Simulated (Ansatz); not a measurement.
# CH3InO: ionisation energy by level of theory

One table from this session's results is given with a row withheld; the runs are named, their logs left out.

Computed with Ansatz 0.2.0, Gaussian basis. Level: unrestricted cation, the program's frozen cores in correlated methods.

Levels to be run: UKS PBE-D4/def2-TZVPP; UKS r2SCAN-D4/def2-TZVPP; UKS PBE0-D4/def2-TZVPP; UKS B3LYP-D4/def2-TZVPP; UKS wB97X-V/def2-TZVPP; UKS wB97M-V/def2-TZVPP; UKS B2PLYP/def2-TZVPP; UHF-CCSD(T)/def2-TZVPP; UHF-MP2/def2-QZVPP; extrapolation to the limit; then −ε(HOMO) from the neutral's earlier runs with LDA (SPW92), PBE-D4, revPBE-D4, BLYP-D4, r2SCAN-D4, B97M-V, PBE0-D4, B3LYP-D4, r2SCANh-D4, r2SCAN0-D4, HSE06-D4, BHLYP-D4, CAM-B3LYP-D4, LC-ωPBE, ωB97X-V, ωB97M-V.

## Structure used throughout

The geometry comes from an earlier relaxation with PBE0-D4 in a triple-zeta def2 set; it is a stationary point. In takes the def2 core potential; no spin-orbit term is included.

6 atoms, charge 0, spin multiplicity 1.

Atoms are counted from 1 here; the program's logs count them from 0.

Bond lengths: O1–C2 1.205 Å, C2–In3 2.215 Å, C2–H4 1.118 Å, In3–H5 1.724 Å, In3–H6 1.724 Å. Angles: O1–C2–In3 115.5°, O1–C2–H4 118.8°, In3–C2–H4 125.6°, C2–In3–H5 118.8°, C2–In3–H6 118.8°, H5–In3–H6 121.9°.

The first run:

File in.yaml:

```yaml
crystal:
  periodic: [false, false, false]
  atoms:
    - {symbol: O, position_ang: [-1.097135, -1.592568, 0.489660]}
    - {symbol: C, position_ang: [-0.088079, -1.197468, -0.037351]}
    - {symbol: In, position_ang: [0.190752, 0.999428, -0.038729]}
    - {symbol: H, position_ang: [0.618281, -1.944198, -0.477165]}
    - {symbol: H, position_ang: [-0.513566, 1.926303, -1.310262]}
    - {symbol: H, position_ang: [0.931848, 1.744503, 1.327849]}
basis:
  gaussian: {orbitals: def2-TZVPP}
total_charge: 1
magnetization: {spin_polarized: true, initial_magnetization: 1}
hamiltonian: {xc: pbe, dispersion: d4}
```

Started as:

```bash
ansatz run in.yaml --threads 2 --pin off --events-out ev --progress --plain --max-ram 4352MiB
```

Steps of the session up to this table: Cation, UKS PBE-D4/def2-TZVPP; Cation, UKS r2SCAN-D4/def2-TZVPP; Cation, UKS PBE0-D4/def2-TZVPP; Cation, UKS B3LYP-D4/def2-TZVPP; Cation, UKS wB97X-V/def2-TZVPP; Cation, UKS wB97M-V/def2-TZVPP; Cation, UKS B2PLYP (frozen core)/def2-TZVPP; Cation, UHF-CCSD(T)/def2-TZVPP; Cation, UHF-MP2/def2-QZVPP.

One of the session's tables, all rows but one given; the rest of the session is left out.

Orbital estimates, from the neutral's runs:

| functional | −ε(HOMO) (eV) |
| --- | --- |
| LDA (SPW92) | 5.29 |
| PBE-D4 | 5.14 |
| revPBE-D4 | 5.08 |
| BLYP-D4 | 5.07 |
| r2SCAN-D4 | 5.34 |
| B97M-V | 5.42 |
| PBE0-D4 | 6.37 |
| B3LYP-D4 | 6.20 |
| r2SCANh-D4 | 5.81 |
| r2SCAN0-D4 | 6.52 |
| HSE06-D4 | 5.97 |
| BHLYP-D4 | 7.59 |
| CAM-B3LYP-D4 | 7.70 |
| LC-ωPBE | 8.91 |
| ωB97X-V | ? |
| ωB97M-V | 8.54 |

Q: Estimate the row for ωB97X-V from the others.

**Answer.** −ε(HOMO) (eV): 8.62. In the column «−ε(HOMO) (eV)» it lies between ωB97M-V (8.54) and LC-ωPBE (8.91).

To keep in mind: The cation may have settled in a state other than its lowest; no search over hole states beyond the program's own was made.
